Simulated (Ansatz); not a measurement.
# MoS2: how the settings move a relaxation

How sensitive is a relaxation of MoS2 to its settings? A reference run comes first, then one run with altered input.

Computed with Ansatz 0.2.0 (reference: DFT, r2SCAN, PAW with Ansatz's default frozen-core files, scalar-relativistic; relaxation of cell and atoms, unless a step's input says otherwise).

### 1 The structure to begin with

It takes space group P6_3/mmc (No. 194, hexagonal). The conventional cell has a = 3.169 Å, b = 3.169 Å, c = 12.324 Å, α = 90.00°, β = 90.00°, γ = 120.00°. Around Mo (site symmetry -6m2) lie 6 S at 2.41 Å. S (site symmetry 3m) has 3 Mo at 2.41 Å in its first shell of neighbours.

Coordinates:

```
CELL_PARAMETERS angstrom
3.16900 0.00000 0.00000
-1.58450 2.74443 0.00000
0.00000 0.00000 12.32400
ATOMIC_POSITIONS crystal
Mo 0.33333 0.66667 0.25000
Mo 0.66667 0.33333 0.75000
S 0.33333 0.66667 0.62300
S 0.66667 0.33333 0.12300
S 0.33333 0.66667 0.87700
S 0.66667 0.33333 0.37700
```

### 2 The reference run

File input.yaml:

```yaml
crystal:
  lattice:
    - [3.169, 0.0, 0.0]
    - [-1.5845, 2.7444345046, 0.0]
    - [0.0, 0.0, 12.324]
  atoms:
    - { symbol: Mo, position: [0.333333333333, 0.666666666667, 0.25] }
    - { symbol: Mo, position: [0.666666666667, 0.333333333333, 0.75] }
    - { symbol: S, position: [0.333333333333, 0.666666666667, 0.623] }
    - { symbol: S, position: [0.666666666667, 0.333333333333, 0.123] }
    - { symbol: S, position: [0.333333333333, 0.666666666667, 0.877] }
    - { symbol: S, position: [0.666666666667, 0.333333333333, 0.377] }
kpoints:
  mp_grid: { grid: [12, 12, 4] }
scf:
  occupations: { method: fermi_dirac, width: 0.1 }
hamiltonian:
  xc: r2scan
  pseudopotentials: { kind: paw }
relax:
  f_tol: 0.002
  max_steps: 80
  cell: {}
output:
  forces: true
  stress: true
```

The run is started by

```
$ ansatz run input.yaml --threads 2 --pin off --max-ram 6144MiB --backend cpu --events-out ev --progress --plain --runs-dir out
```

The main lines of its log:

```text
[...]
Basis set: ecut = 500 eV, 2739 PW (Γ), exchange–correlation on 96×96×360 points (64 copies of the dense FFT grid, shifted against one another)
[...]
k-points: 57 of 576
[...]
SCF iter   1: F=—  HF=-13564.195419 eV  |F-HF|=—  |Δ(HF+E_count)|=         —  Δρ=1.06e-2  dr2=1.60e-1  dr2_τ=1.02e-1  ethr=1.77e-3  ⟨swp⟩=6.6  Hψ=8161  notcnv=0
preconditioner: auto → Resta (q_TF=auto, 2.418 Å⁻¹)  ε∞=7.8  [insulator: Δε(μ)=0.967 eV  Ē_g=8.247 eV  σ=0.100 eV  W_gap=0.98  n_scr=26 (ndim 8)  ℏωp=21.5 eV  f_vac=0.016  D(μ)=0.01/eV (n_scr^D=0)  ε∞_Penn≈7.8]
SCF iter   2: F=—  HF=-13564.274778 eV  |F-HF|=—  |Δ(HF+E_count)|=   7.94e-2  Δρ=5.22e-3  dr2=1.21e-2  dr2_τ=5.73e-3  ethr=3.07e-4  ⟨swp⟩=2.5  Hψ=3713  notcnv=0
[...]
relax step   1: F+E_penalty+E_count = -13564.28255669 eV  Δ(F+E_penalty+E_count) = +0.000e0 eV  max|allowed force component| = 2.434e-1 eV/Å  Δτ_max = 0.0000 Å  P = +0.758 GPa  Ω = 107.183 Å³  (7 SCF iters, dr2 threshold 1.00e-7 eV, accepted)
[...]
Basis set: ecut = 500 eV, 2969 PW (Γ), exchange–correlation on 96×96×360 points (64 copies of the dense FFT grid, shifted against one another)
[...]
relax step   2: F+E_penalty+E_count = -13564.24718478 eV  Δ(F+E_penalty+E_count) = +3.537e-2 eV  max|allowed force component| = 5.798e-1 eV/Å  Δτ_max = 0.1264 Å  P = -0.002 GPa  Ω = 116.976 Å³  energy of the carried Pulay correction = -2.253e-3 eV  (8 SCF iter
[...]
Basis set: ecut = 500 eV, 2813 PW (Γ), exchange–correlation on 96×96×360 points (64 copies of the dense FFT grid, shifted against one another)
[...]
relax step   3: F+E_penalty+E_count = -13564.31620802 eV  Δ(F+E_penalty+E_count) = -3.365e-2 eV  max|allowed force component| = 2.167e-2 eV/Å  Δτ_max = 0.0499 Å  P = +0.201 GPa  Ω = 110.917 Å³  energy of the carried Pulay correction = -8.826e-4 eV  (10 SCF ite
[...]
Basis set: ecut = 500 eV, 2825 PW (Γ), exchange–correlation on 96×96×360 points (64 copies of the dense FFT grid, shifted against one another)
[...]
relax step   4: F+E_penalty+E_count = -13564.32163455 eV  Δ(F+E_penalty+E_count) = -5.427e-3 eV  max|allowed force component| = 2.691e-2 eV/Å  Δτ_max = 0.0246 Å  P = +0.235 GPa  Ω = 112.617 Å³  energy of the carried Pulay correction = -1.275e-3 eV  (6 SCF iter
[...]
Basis set: ecut = 500 eV, 2897 PW (Γ), exchange–correlation on 96×96×360 points (64 copies of the dense FFT grid, shifted against one another)
[...]
relax step   5: F+E_penalty+E_count = -13564.32101568 eV  Δ(F+E_penalty+E_count) = +6.189e-4 eV  max|allowed force component| = 1.089e-1 eV/Å  Δτ_max = 0.0138 Å  P = -0.777 GPa  Ω = 114.415 Å³  energy of the carried Pulay correction = -1.683e-3 eV  (7 SCF iter
[...]
SCF iter   6: F=-13564.324337 eV  HF=-13564.324337 eV  |F-HF|=4.00e-11  |Δ(HF+E_count)|=  2.62e-10  Δρ=1.54e-7  dr2=4.35e-11  dr2_τ=5.55e-12  ethr=1.00e-12  ⟨swp⟩=3.5  Hψ=6531  notcnv=0
[...]
relax step   8: F+E_penalty+E_count = -13564.32433744 eV  Δ(F+E_penalty+E_count) = -1.612e-3 eV  max|allowed force component| = 1.235e-3 eV/Å  Δτ_max = 0.0000 Å  P = +0.003 GPa  Ω = 113.936 Å³  stress off target by 1.43e-2 GPa  SCF on the basis re-selected at 
[...]
SCF converged after 6 iterations
Free energy (F): -13564.324337 eV
[...]
E sigma→0 (E₀):  -13564.324210 eV
[...]
Fermi energy:    10.171759 eV
[...]
  P = ⅓ Tr σ = 0.0031 GPa (0.031 kbar)
--- Relaxed structure (7 steps of the walk, 5 accepted, 1 SCFs on fresh bases) ---
[...]
```

Wall time 91 s (2 threads of Arm Neoverse V2, shared host); peak memory 0.71 GiB.

### 3 The same system, input altered

input.yaml: that of step 2 with these lines changed.

```diff
@@ -13,5 +13,6 @@
 kpoints:
-  mp_grid: { grid: [12, 12, 4] }
+  mp_grid: { grid: [8, 8, 2] }
 scf:
-  occupations: { method: fermi_dirac, width: 0.1 }
+  occupations: { method: fixed }
+  lower_state_search: standard
 hamiltonian:
@@ -26 +27,3 @@
   stress: true
+basis:
+  ecutwfc: "700 eV"
```

The run is started by

```
$ ansatz run input.yaml --threads 2 --pin off --max-ram 6144MiB --backend cpu --events-out ev --progress --plain --runs-dir out
```

Standard output (excerpt; [...] marks lines left out):

```text
[...]
Pseudopotentials: kind: paw
Pseudopotential: Mo, paw, valence charge 14, recommended cutoff 500 eV (meta_gga), Mo.paw.azcp
Pseudopotential: S, paw, valence charge 6, recommended cutoff 500 eV (meta_gga), S.paw.azcp
Functional definition: r2SCAN
[...]
Crystal: 6 atoms, lattice volume = 107.183 Å³
Basis set: ecut = 700 eV, 4469 PW (Γ), exchange–correlation on 120×120×432 points (64 copies of the dense FFT grid, shifted against one another)
Bands: 32, of which v1, the nominal top of the filled ones, is band 26 counted from 1 (25 counted from 0)
Symmetry: 24 space group operations
Space group: P63/mmc (ITA 194), of the structure as read, at distance tolerance 4.8e-5 Å
k-points: 20 of 128
[...]
SCF iter   1: F=-13564.173890 eV  HF=-13564.202817 eV  |F-HF|=2.89e-2  |Δ(HF+E_count)|=         —  Δρ=1.07e-2  dr2=1.59e-1  dr2_τ=9.54e-2  ethr=1.77e-3  ⟨swp⟩=5.3  Hψ=2575  notcnv=0  defer=56
[...]
relax step   1: F+E_penalty+E_count = -13564.28987849 eV  Δ(F+E_penalty+E_count) = +0.000e0 eV  max|allowed force component| = 2.429e-1 eV/Å  Δτ_max = 0.0000 Å  P = +0.762 GPa  Ω = 107.183 Å³  (7 SCF iters, dr2 threshold 1.00e-7 eV, accepted)
[...]
SCF converged after 5 iterations
Free energy (F): -13564.331864 eV
[...]
E sigma→0 (E₀):  -13564.331864 eV
Fermi energy:    9.687649 eV
[...]
--- Forces (eV/Å), atoms counted from 1 ---
  atom   1  Mo     0.00000000    -0.00000000     0.00000000
  atom   2  Mo     0.00000000     0.00000000    -0.00000000
[...]
--- Stress (GPa, compression-positive) ---
       -0.003338       0.000000      -0.000000
        0.000000      -0.003338      -0.000000
       -0.000000      -0.000000       0.015536
  P = ⅓ Tr σ = 0.0030 GPa (0.030 kbar)
--- Relaxed structure (7 steps of the walk, 5 accepted, 1 SCFs on fresh bases) ---
  F+E_penalty+E_count = -13564.33186391 eV   max|allowed force component| = 1.157e-3 eV/Å   (the final SCF, on the basis selected at the relaxed cell)
  cell:  # Å, volume = 113.9607 Å³
    - [3.184426281044346, 1.3705109670512994e-33, 1.541824837932712e-33]
    - [-1.592213140522173, 2.757794055863209, -1.809447568394009e-33]
    - [5.9960395401256283e-33, -4.663586308986599e-33, 12.976629132017255]
  atoms:
    - { symbol: Mo, position: [0.33333333333333337, 0.6666666666666667, 0.25000000000000006] }
    - { symbol: Mo, position: [0.6666666666666667, 0.33333333333333337, 0.7500000000000001] }
    - { symbol: S, position: [0.33333333333333337, 0.6666666666666667, 0.630347090336655] }
    - { symbol: S, position: [0.6666666666666667, 0.33333333333333337, 0.13034709033665495] }
    - { symbol: S, position: [0.33333333333333337, 0.6666666666666667, 0.8696529096633449] }
    - { symbol: S, position: [0.6666666666666667, 0.33333333333333337, 0.36965290966334513] }
```

Run time: 57 s. Hardware: 2 threads of Arm Neoverse V2, shared host; peak memory 0.93 GiB.

### 4 Checking the result

The run converged and reported no error, with warnings (end state compared). Convergence says nothing about whether the input makes sense.

Fixed occupations are right only where a gap separates filled from empty bands at every k-point. This system has one (1.33 eV on the mesh), so they are sound here.

The occupations need no remedy; a run with other occupations serves as a check.

Changing the k-point mesh, smearing, search for lower states and cutoff moves the energy by -1.3 meV/atom (σ→0 values), and the gap on the mesh goes from 1.16 to 1.33 eV. A gap read on a mesh depends on which points the mesh holds, and a coarse mesh shifts the density too. Cost: 66 SCF cycles against 60, 57 s against 91 s.

### 5 Side by side

```
                                                                                             run     ending        energy change  pressure (GPa)  gap (eV)  force (eV/Å)  cycles  time
                                                                                       reference  converged                    0             0.0      1.16          0.00      60  91 s
1: mp_grid.grid [8, 8, 2], occupations.method fixed, lower_state_search standard, ecutwfc 700 eV  converged  -1.3 meV/atom (σ→0)             0.0      1.33          0.00      66  57 s
```

**Reading.** Changing the k-point mesh, smearing, search for lower states and cutoff moves the energy by -1.3 meV/atom (σ→0 values), and the gap on the mesh goes from 1.16 to 1.33 eV. A gap read on a mesh depends on which points the mesh holds, and a coarse mesh shifts the density too. Cost: 66 SCF cycles against 60, 57 s against 91 s.

The cell is layered and no dispersion term is used, so the spacing and stiffness across the layers are uncertain.
